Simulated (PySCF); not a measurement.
# C3H5BClN: the cost of one run

The runs use PySCF 2.14.0, with density-fitted response routines of our own; the level of theory stands in each step. All values are computed, except where a source is named. Atoms count from 0, in the outputs and in this text.

### 1 Starting geometry

11 atoms, charge 0, multiplicity 1; geometry from: GFN2-xTB. The atoms were then displaced at random by about 0.01 Å, so the start is not that level's minimum.

Bonds of the start (Å): C0–C1 1.17, C1–C2 1.43, C2–B3 1.65, B3–N4 1.37, B3–Cl5 1.72, C0–H6 1.06, C2–H7 1.10, C2–H8 1.09, N4–H9 1.00, N4–H10 1.00.

### 2 Optimising the geometry at PBE0-D3(BJ)/def2-SVP

The job: settings as JSON, then the geometry in Å.

```
{"job": {"xc": "PBE0", "basis": "def2-SVP", "d3": "d3bj", "grid": 1, "shake": 0.01, "kind": "geom"}, "charge": 0, "multiplicity": 1}
C     -1.910290     0.641890    -1.186010
C     -1.332440     0.310430    -0.220470
C     -0.575090    -0.117920     0.919300
B      1.025940    -0.336340     0.594490
N      1.502780    -0.141060    -0.678210
Cl     2.072230    -0.851420     1.856190
H     -2.482020     0.975610    -2.020170
H     -0.652780     0.633670     1.717390
H     -0.996790    -1.035050     1.332760
H      2.469640    -0.266160    -0.904560
H      0.916930     0.160520    -1.426390
```

Command:

```sh
$ OMP_NUM_THREADS=1 python probes_run.py task.json out
```

The driver reads the jobs from task.json and runs them one after another.

**Question.** How long does this first job take on 1 thread of Arm Neoverse V1, shared host, and how much memory does it need?

About 45 s, with a peak of 0.47 GiB.
